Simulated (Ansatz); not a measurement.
# GeHBr (quintet): wave-function methods side by side, cc-pVTZ

The task here is to estimate one member of a computed series from the others.

Program: Ansatz 0.2.0, Gaussian basis. Level of theory: cc-pVTZ, core rule «outside noble gas», up to 28 orbitals frozen. These are calculated values, not measurements.

The runs, in order: UHF; CCSD(T) on ROHF; CCSD(T) on UHF; BCCD(T) on ROHF; CCSDT(Q) on ROHF; CCSDT(Q) on UHF; CASSCF and MRCISD+Q, 12 electrons in 9 orbitals; CASSCF and NEVPT2, 12 electrons in 9 orbitals.

8 further runs of the same task are left out: 2 for a known fault of the program, 6 set aside as unsound or not needed.

**What is computed**

The geometry is a PBE0/def2-TZVP stationary point (not a proven minimum) of the parent state, kept for this charge and spin. No spin-orbit coupling is included. The filled d shell of Ge, Br may be among the frozen orbitals whatever the setting's name suggests; the logs give the count.

3 atoms, charge 0, spin multiplicity 5.

Atoms are counted from 1 here; the program's logs count them from 0.

Bond lengths: Ge1–Br2 2.300 Å, Ge1–H3 1.556 Å. Angles: Br2–Ge1–H3 115.8°.

The first run:

File in.yaml:

```yaml
crystal:
  periodic: [false, false, false]
  atoms:
    - {symbol: Ge, position_ang: [0.000000, -0.482260, 0.527082]}
    - {symbol: Br, position_ang: [0.000000, -0.416051, -1.771802]}
    - {symbol: H, position_ang: [0.000000, 0.898312, 1.244719]}
basis:
  gaussian: {orbitals: cc-pVTZ}
magnetization: {spin_polarized: true, initial_magnetization: 4}
hamiltonian: {xc: hf}
output: {orbitals: {seedname: orbitals}}
```

Launch:

```
$ ansatz run in.yaml --threads 1 --pin off --events-out ev --progress --plain --max-ram 4096MiB --backend cpu
```

Among the steps run: UHF; CCSD(T) on ROHF; CCSD(T) on UHF; BCCD(T) on ROHF; CCSDT(Q) on ROHF; CCSDT(Q) on UHF; CASSCF and MRCISD+Q, 12 electrons in 9 orbitals; CASSCF and NEVPT2, 12 electrons in 9 orbitals.

One of the session's tables, all rows but one given; the rest of the session is left out.

```
          method  from RCCSDT(Q) (kcal/mol)
            ROHF                    +166.01
             UHF                    +160.95
            RMP2                     +26.79
            UMP2                     +27.16
           RCCSD                      +7.04
           UCCSD                      +6.38
        RCCSD(T)                      +1.05
        UCCSD(T)                      +0.53
         BCCD(T)                      +1.03
          RCCSDT                      +0.23
          UCCSDT                      -0.33
       RCCSDT(Q)                          0
       UCCSDT(Q)                      -0.56
  CASSCF valence                    +154.30
  NEVPT2 valence                     +37.88
  MRCISD valence                     +17.39
MRCISD+Q valence                          ?
```

Estimate the missing values for MRCISD+Q valence.

As computed: from RCCSDT(Q) (kcal/mol): +3.70. In the column «from RCCSDT(Q) (kcal/mol)» it lies between RCCSD(T) (+1.05) and UCCSD (+6.38).

To keep in mind: Warnings: coupled cluster took another determinant than the lowest. Restricted and unrestricted rows rest on different reference determinants; where their highest levels disagree by more than a few hundredths of an eV, they describe different states and don't form one ladder.
